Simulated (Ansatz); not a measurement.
# AlH7O3Si: the cost of one run

Program: Ansatz 0.2.0. Level of theory: UKS PBE0-D4/STO-3G. These are calculated values, not measurements.

### Step 1. The system as given

Bond lengths: Al1–O2 2.181 Å, Al1–O3 1.642 Å, Al1–O4 1.647 Å, Al1–H5 1.814 Å, Al1–Si6 2.710 Å, O2–H7 0.955 Å, O3–H8 0.945 Å, O4–H9 0.945 Å, Si6–H10 1.480 Å, Si6–H11 1.470 Å, Si6–H12 1.473 Å. Angles (14 of 19 angles, heavy atoms first): O2–Al1–O3 109.4°, O2–Al1–O4 108.6°, O2–Al1–Si6 79.5°, O3–Al1–O4 131.7°, O3–Al1–Si6 111.1°, O4–Al1–Si6 104.1°, Al1–O2–H7 130.5°, O2–Al1–H5 35.9°, O3–Al1–H5 116.8°, O4–Al1–H5 111.5°, H5–Al1–Si6 43.7°, Al1–O3–H8 173.0°, Al1–O4–H9 172.7°, Al1–Si6–H10 117.1°.

Coordinates:

```xyz
12

Al    0.0862   -0.7796    0.7077
O     1.0306   -1.1188   -1.2283
O     1.2428   -0.6809    1.8694
O    -1.4003   -1.4895    0.7000
H     0.4684   -0.0203   -0.8947
Si   -0.3233    1.6268   -0.4690
H     0.6792   -1.4969   -2.0315
H     1.9640   -0.7053    2.4789
H    -2.2243   -1.9395    0.8044
H    -1.2775    1.6713   -1.5992
H    -1.0087    2.4120    0.5683
H     0.7629    2.5208   -0.9060
```

### Step 2. Run 1

150 steps of 0.5 fs at constant energy, with velocities drawn for 300 K.

Input file input.yaml:

```yaml
crystal:
  periodic: [false, false, false]
  atoms:
    - { symbol: Al, position_ang: [0.0862, -0.7796, 0.7077] }
    - { symbol: O, position_ang: [1.0306, -1.1188, -1.2283] }
    - { symbol: O, position_ang: [1.2428, -0.6809, 1.8694] }
    - { symbol: O, position_ang: [-1.4003, -1.4895, 0.7] }
    - { symbol: H, position_ang: [0.4684, -0.0203, -0.8947] }
    - { symbol: Si, position_ang: [-0.3233, 1.6268, -0.469] }
    - { symbol: H, position_ang: [0.6792, -1.4969, -2.0315] }
    - { symbol: H, position_ang: [1.964, -0.7053, 2.4789] }
    - { symbol: H, position_ang: [-2.2243, -1.9395, 0.8044] }
    - { symbol: H, position_ang: [-1.2775, 1.6713, -1.5992] }
    - { symbol: H, position_ang: [-1.0087, 2.412, 0.5683] }
    - { symbol: H, position_ang: [0.7629, 2.5208, -0.906] }
magnetization:
  spin_polarized: true
basis:
  gaussian: { orbitals: STO-3G }
hamiltonian:
  xc: pbe0
  dispersion: d4
md:
  timestep: 0.5
  n_steps: 150
  ensemble: nve
  temperature: 300.0
  initial_velocities: maxwell_boltzmann
  seed: 372241
```

Started as:

```bash
$ ansatz run input.yaml --threads 1 --pin off --max-ram 2048MiB --backend cpu --events-out ev --progress --plain --runs-dir out
```

What time and memory should one allow on 1 thread of Arm Neoverse V1, shared host?

About 10 min, with a peak of 0.15 GiB.
